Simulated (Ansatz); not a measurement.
# Mo16N: the cost of one run

All numbers below are computed with Ansatz 0.2.0 (DFT PBE, plane waves, PAW, scalar-relativistic, no spin polarisation).

1 further run of the same task is left out (it didn't finish).

## (1) The system as given

The cell holds 17 atoms (Mo16N): a = 6.300 Å, b = 6.300 Å, c = 6.300 Å, α = 90.00°, β = 90.00°, γ = 90.00°.

The coordinates stand in the first input below.

## (2) Relaxing the start

The input, input.yaml:

```yaml
crystal:
  lattice:
    - [6.3, 0.0, 0.0]
    - [0.0, 6.3, 0.0]
    - [0.0, 0.0, 6.3]
  atoms:
    - { symbol: Mo, position: [0.0, 0.0, 0.0] }
    - { symbol: Mo, position: [0.5, 0.0, 0.0] }
    - { symbol: Mo, position: [0.0, 0.5, 0.0] }
    - { symbol: Mo, position: [0.0, 0.0, 0.5] }
    - { symbol: Mo, position: [0.25, 0.25, 0.25] }
    - { symbol: Mo, position: [0.5, 0.5, 0.0] }
    - { symbol: Mo, position: [0.5, 0.0, 0.5] }
    - { symbol: Mo, position: [0.75, 0.25, 0.25] }
    - { symbol: Mo, position: [0.0, 0.5, 0.5] }
    - { symbol: Mo, position: [0.25, 0.75, 0.25] }
    - { symbol: Mo, position: [0.25, 0.25, 0.75] }
    - { symbol: Mo, position: [0.5, 0.5, 0.5] }
    - { symbol: Mo, position: [0.75, 0.75, 0.25] }
    - { symbol: Mo, position: [0.75, 0.25, 0.75] }
    - { symbol: Mo, position: [0.25, 0.75, 0.75] }
    - { symbol: Mo, position: [0.75, 0.75, 0.75] }
    - { symbol: "N", position: [0.1295864, 0.7483225, -0.0038383] }
basis:
  ecutwfc: 420.0
kpoints:
  mp_grid: { grid: [3, 3, 3] }
hamiltonian:
  xc: pbe
scf:
  occupations: { method: fermi_dirac, width: 0.15 }
  lower_state_search: "off"
relax:
  f_tol: 0.08
  max_steps: 25
  adjacent_minimum: "off"
```

Launch:

```
$ ansatz run input.yaml --threads 4 --pin off --max-ram 10240MiB --backend cpu --events-out ev --progress --plain --runs-dir out
```

**Question.** How long does this run take on 4 threads of Intel Xeon Platinum 8488C (Sapphire Rapids), shared host, and how much memory does it need?

About 66 s, with a peak of 1.2 GiB.
